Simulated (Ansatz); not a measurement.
# Heated and quenched cell Al48O72, uniform strain +8.0 %

What structure does this heating schedule leave, and what gap remains? Levels: PBEsol and HSE06.

Method: density functional theory in Ansatz 0.2.0, PAW datasets, plane waves.

**1. Starting point**

120 atoms (48 Al, 72 O); a = 10.312 Å, b = 10.312 Å, c = 14.055 Å, α = 90.00°, β = 90.00°, γ = 120.00°. All atoms were shaken off their sites by about 0.15 Å along each axis.

Steps to follow: (2) PBEsol dynamics at the Γ point alone, on 1 × NVIDIA GB300 with 8 threads of Arm Neoverse-V2; (3) PBEsol relaxation at the Γ point alone, on 1 × NVIDIA GB300 with 8 threads of Arm Neoverse-V2; (4) HSE06 single point at the Γ point alone, on 1 × NVIDIA GB300 with 8 threads of Arm Neoverse-V2.

**2. Langevin dynamics**

in.yaml

```yaml
accuracy: low
crystal:
  lattice:
    - [10.311691, 0.000000, 0.000000]
    - [-5.155845, 8.930186, 0.000000]
    - [0.000000, 0.000000, 14.054663]
  atoms:
    - { symbol: Al, position: [0.334829, 0.176848, 0.179781] }
    - { symbol: Al, position: [0.322954, 0.656970, 0.176401] }
    - { symbol: Al, position: [0.827321, 0.166843, 0.182218] }
    - { symbol: Al, position: [0.854225, 0.691630, 0.200240] }
    - { symbol: Al, position: [0.160995, 0.337927, 0.022923] }
    - { symbol: Al, position: [0.169785, 0.846710, 0.023741] }
    - { symbol: Al, position: [0.680797, 0.319779, 0.044091] }
    - { symbol: Al, position: [0.685346, 0.826116, 0.995699] }
    - { symbol: Al, position: [0.141025, 0.334745, 0.306324] }
    - { symbol: Al, position: [0.160168, 0.826821, 0.328009] }
    - { symbol: Al, position: [0.636166, 0.334202, 0.305591] }
    - { symbol: Al, position: [0.690901, 0.851999, 0.310070] }
    - { symbol: Al, position: [0.176426, 0.352627, 0.504895] }
    - { symbol: Al, position: [0.158554, 0.829192, 0.507307] }
    - { symbol: Al, position: [0.657087, 0.317050, 0.512985] }
    - { symbol: Al, position: [0.705912, 0.848764, 0.528261] }
    - { symbol: Al, position: [0.987568, 0.002214, 0.377235] }
    - { symbol: Al, position: [0.998017, 0.498266, 0.364006] }
    - { symbol: Al, position: [0.506322, 0.022151, 0.343433] }
    - { symbol: Al, position: [0.494705, 0.513861, 0.355210] }
    - { symbol: Al, position: [0.992760, 0.981555, 0.161354] }
    - { symbol: Al, position: [0.032354, 0.514547, 0.155577] }
    - { symbol: Al, position: [0.484464, 0.002688, 0.143123] }
    - { symbol: Al, position: [0.505430, 0.531940, 0.169599] }
    - { symbol: Al, position: [0.010459, 0.008009, 0.635425] }
    - { symbol: Al, position: [0.022325, 0.516747, 0.659662] }
    - { symbol: Al, position: [0.471264, 0.989713, 0.635409] }
    - { symbol: Al, position: [0.484289, 0.489984, 0.658779] }
    - { symbol: Al, position: [0.981910, 0.969333, 0.870785] }
    - { symbol: Al, position: [0.007219, 0.477662, 0.857295] }
    - { symbol: Al, position: [0.484210, 0.950083, 0.831134] }
    - { symbol: Al, position: [0.510187, 0.493370, 0.860889] }
    - { symbol: Al, position: [0.327000, 0.170033, 0.692357] }
    - { symbol: Al, position: [0.346067, 0.674275, 0.684770] }
    - { symbol: Al, position: [0.851437, 0.179981, 0.684605] }
    - { symbol: Al, position: [0.835391, 0.669359, 0.661217] }
    - { symbol: Al, position: [0.326426, 0.144756, 0.458504] }
    - { symbol: Al, position: [0.334945, 0.674952, 0.473422] }
    - { symbol: Al, position: [0.825466, 0.162801, 0.482211] }
    - { symbol: Al, position: [0.844254, 0.668346, 0.490958] }
    - { symbol: Al, position: [0.342208, 0.171651, 0.989649] }
    - { symbol: Al, position: [0.338649, 0.673643, 0.983161] }
    - { symbol: Al, position: [0.828430, 0.156166, 0.987576] }
    - { symbol: Al, position: [0.825076, 0.665368, 0.994993] }
    - { symbol: Al, position: [0.163189, 0.327917, 0.807928] }
    - { symbol: Al, position: [0.149188, 0.860275, 0.820691] }
    - { symbol: Al, position: [0.657273, 0.314055, 0.829974] }
    - { symbol: Al, position: [0.669610, 0.839090, 0.801126] }
    - { symbol: O, position: [0.162039, 0.003133, 0.251875] }
    - { symbol: O, position: [0.144905, 0.496749, 0.255902] }
    - { symbol: O, position: [0.667885, 0.005643, 0.260040] }
    - { symbol: O, position: [0.668710, 0.498600, 0.255723] }
    - { symbol: O, position: [0.341002, 0.025050, 0.095419] }
    - { symbol: O, position: [0.315702, 0.490279, 0.093168] }
    - { symbol: O, position: [0.825823, 0.020028, 0.070325] }
    - { symbol: O, position: [0.826748, 0.509583, 0.096701] }
    - { symbol: O, position: [0.982547, 0.138682, 0.253695] }
    - { symbol: O, position: [0.986107, 0.641749, 0.265882] }
    - { symbol: O, position: [0.498286, 0.156631, 0.248556] }
    - { symbol: O, position: [0.488490, 0.654671, 0.239552] }
    - { symbol: O, position: [0.340622, 0.321566, 0.256167] }
    - { symbol: O, position: [0.361410, 0.862845, 0.252922] }
    - { symbol: O, position: [0.857223, 0.351176, 0.244241] }
    - { symbol: O, position: [0.847023, 0.860129, 0.250317] }
    - { symbol: O, position: [0.147850, 0.140629, 0.066374] }
    - { symbol: O, position: [0.186198, 0.671962, 0.093910] }
    - { symbol: O, position: [0.701421, 0.161072, 0.068550] }
    - { symbol: O, position: [0.703394, 0.678775, 0.095782] }
    - { symbol: O, position: [0.173347, 0.028795, 0.608467] }
    - { symbol: O, position: [0.178606, 0.531569, 0.585164] }
    - { symbol: O, position: [0.684511, 0.994598, 0.592397] }
    - { symbol: O, position: [0.677744, 0.505046, 0.582261] }
    - { symbol: O, position: [0.186899, 0.184813, 0.433693] }
    - { symbol: O, position: [0.167600, 0.680594, 0.416030] }
    - { symbol: O, position: [0.666614, 0.177910, 0.429827] }
    - { symbol: O, position: [0.667070, 0.718684, 0.422672] }
    - { symbol: O, position: [0.035270, 0.344782, 0.427300] }
    - { symbol: O, position: [0.988461, 0.804777, 0.421822] }
    - { symbol: O, position: [0.520212, 0.333938, 0.411023] }
    - { symbol: O, position: [0.530479, 0.845430, 0.418261] }
    - { symbol: O, position: [0.028414, 0.182282, 0.922207] }
    - { symbol: O, position: [0.011845, 0.650866, 0.906686] }
    - { symbol: O, position: [0.510528, 0.189209, 0.901569] }
    - { symbol: O, position: [0.530989, 0.661794, 0.904509] }
    - { symbol: O, position: [0.998273, 0.340747, 0.730547] }
    - { symbol: O, position: [0.991874, 0.847548, 0.745610] }
    - { symbol: O, position: [0.525105, 0.353656, 0.760671] }
    - { symbol: O, position: [0.495078, 0.848888, 0.742891] }
    - { symbol: O, position: [0.465489, 0.306078, 0.078875] }
    - { symbol: O, position: [0.496526, 0.841408, 0.086495] }
    - { symbol: O, position: [0.991260, 0.294109, 0.081349] }
    - { symbol: O, position: [0.977533, 0.814917, 0.085559] }
    - { symbol: O, position: [0.443808, 0.143951, 0.578585] }
    - { symbol: O, position: [0.490512, 0.667943, 0.592412] }
    - { symbol: O, position: [0.985398, 0.173649, 0.595083] }
    - { symbol: O, position: [0.976675, 0.666892, 0.599011] }
    - { symbol: O, position: [0.323134, 0.310588, 0.594205] }
    - { symbol: O, position: [0.337382, 0.814441, 0.587265] }
    - { symbol: O, position: [0.835387, 0.310729, 0.590676] }
    - { symbol: O, position: [0.819001, 0.789841, 0.586635] }
    - { symbol: O, position: [0.310776, 0.472557, 0.410074] }
    - { symbol: O, position: [0.307927, 0.976929, 0.423101] }
    - { symbol: O, position: [0.840311, 0.515029, 0.414892] }
    - { symbol: O, position: [0.827591, 0.978270, 0.416770] }
    - { symbol: O, position: [0.322819, 0.339308, 0.929517] }
    - { symbol: O, position: [0.333828, 0.834019, 0.913918] }
    - { symbol: O, position: [0.852286, 0.346651, 0.923033] }
    - { symbol: O, position: [0.832624, 0.850591, 0.899668] }
    - { symbol: O, position: [0.325599, 0.989842, 0.752963] }
    - { symbol: O, position: [0.305593, 0.485928, 0.756290] }
    - { symbol: O, position: [0.859295, 0.004941, 0.739654] }
    - { symbol: O, position: [0.841531, 0.468715, 0.764461] }
    - { symbol: O, position: [0.125727, 0.121555, 0.748166] }
    - { symbol: O, position: [0.145732, 0.623681, 0.756151] }
    - { symbol: O, position: [0.674477, 0.164863, 0.757297] }
    - { symbol: O, position: [0.650098, 0.676478, 0.743085] }
    - { symbol: O, position: [0.160666, 0.485799, 0.899118] }
    - { symbol: O, position: [0.168901, 0.996242, 0.919766] }
    - { symbol: O, position: [0.685810, 0.483350, 0.926992] }
    - { symbol: O, position: [0.661829, 0.977787, 0.938834] }
kpoints:
  mp_grid: { grid: [1, 1, 1] }
hamiltonian:
  xc: pbesol
scf:
  occupations: { method: fermi_dirac, width: 0.1 }
md:
  ensemble: nvt_langevin
  timestep: 2.5
  n_steps: 700
  temperature: 4500
  temperature_schedule: [{ n_steps: 240, end_temperature: 4500 }, { n_steps: 460, end_temperature: 300 }]
  friction: 0.02
  initial_velocities: maxwell_boltzmann
  seed: 1
```

After this run come: Relaxing the atoms with PBEsol; Single point with HSE06.

What does the calculation give? Wanted: for each run, top filled to lowest empty.

**Answer**, as computed:

| level | time | top filled to lowest empty (eV) |
| --- | --- | --- |
| PBEsol, relaxation | 22 s (GPU) | 3.42 |
| HSE06 | 35 s (GPU) | 5.24 |

| quantity | value |
| --- | --- |
| length | 700 steps of 2.5 fs |
| mean temperature of the first stage | 4522 K |
| temperature at the last sample | 419 K (thermostat's target 300 K) |
| median shift | Al 1.73, O 1.55 Å |
| relaxation | 17 recorded steps, 11.41 eV gained |
| largest shift | 1.14 Å (Al45) |
| mean count of neighbours within 1.2 times the covalent radii | Al 4.71, O 3.14 |

**In words.** Over 1.75 ps the largest median shift, of Al, is 1.73 Å, against 2.1 Å between neighbours at the start, so many of its atoms left their sites. A quench this fast leaves more defects than a real glass holds. Relaxation gains 11.41 eV, with shifts up to 1.14 Å (Al45). At the same k points, PBEsol gives a spacing 1.83 eV smaller than the 5.24 eV of HSE06. With one k point the spacing samples only the states that fold onto it, so it can exceed the gap over the zone.
